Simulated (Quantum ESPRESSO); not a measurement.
The system is MoS2.

```
Mo S
1.0
     3.16100    0.00000    0.00000
    -1.58050    2.73751    0.00000
     0.00000    0.00000   12.29500
Mo S
2 4
Direct
  0.33333 0.66667 0.25000
  0.66667 0.33333 0.75000
  0.33333 0.66667 0.62750
  0.66667 0.33333 0.12750
  0.33333 0.66667 0.87250
  0.66667 0.33333 0.37250
```

Program: Quantum ESPRESSO 7.5. Alike in all runs: task single point; potentials or basis PseudoDojo 0.5 SR PBE standard; spin collinear, ferromagnetic start; cell as given; k mesh 5 × 5 × 1; cutoff (eV) 1225; smearing gaussian 0.05 eV; the mesh is coarse, so values aren't converged.

Problem. Order these runs on this cell by their pressure, lowest first.
A. level PBE
B. level PBE+U; U Mo d U = 5 eV
C. level PBE+U; U Mo d U = 3 eV

Solution. B (2.9 GPa), C (5.5 GPa), A (9.1 GPa).

Caveats: all runs use coarse meshes; this functional lacks dispersion, which binds the layers, so the pressure and a relaxed spacing across them are unreliable.

Not every run made on this cell is shown here.
